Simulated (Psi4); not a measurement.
# H3Sn (SMILES [SnH3]): UTPSSh/def2-TZVP (density fitting, core potential, sweep point 2)

Wanted: energy and gradient of H3Sn. The job is set up through a Python script.

Program for the calculation: Psi4 1.11.

## 1. The system as given

The species is H3Sn (4 atoms), typed as a doublet with charge 0. SMILES: `[SnH3]`. The coordinates come from a PBE0-D4/def2-TZVP relaxation.

Bond lengths: Sn1–H2 1.715 Å, Sn1–H3 1.715 Å, Sn1–H4 1.715 Å. Angles: H2–Sn1–H3 109.6°, H2–Sn1–H4 109.6°, H3–Sn1–H4 109.6°.

## 2. Energy and gradient at UTPSSh/def2-TZVP (density fitting, core potential, sweep point 2)

Contents of calc.py:

```python
import psi4

psi4.set_memory(1600000000)
psi4.set_num_threads(1)
psi4.core.set_output_file('psi4.out', False)

geom = psi4.geometry("""
0 2
Sn     0.280200    -0.211600    -0.271700
H      1.055200     0.011000     1.241700
H     -1.125000    -1.172200    -0.064000
H     -0.154900     1.312500    -0.926300
units angstrom
symmetry c1
""")

psi4.set_options(dict(basis='def2-TZVP', reference='uks', scf_type='df', guess='core'))

energy_value = psi4.gradient('tpssh')
print('gradient / Eh bohr^-1')
print(energy_value.np.round(6))
```

Command:

```sh
python calc.py
```

**Question.** What will come out? Wanted: total energy; dipole moment; HOMO energy; LUMO energy; ⟨S²⟩; largest force on an atom.

Computed results:

At UTPSSh/def2-TZVP (density fitting, core potential, sweep point 2):

```
                          quantity          value
                      total energy  -215.97200 Eh
                     dipole moment         0.31 D
HOMO energy (highest over α and β)       -5.64 eV
 LUMO energy (lowest over α and β)       -3.58 eV
                              ⟨S²⟩          0.752
          largest force on an atom     0.098 eV/Å
```
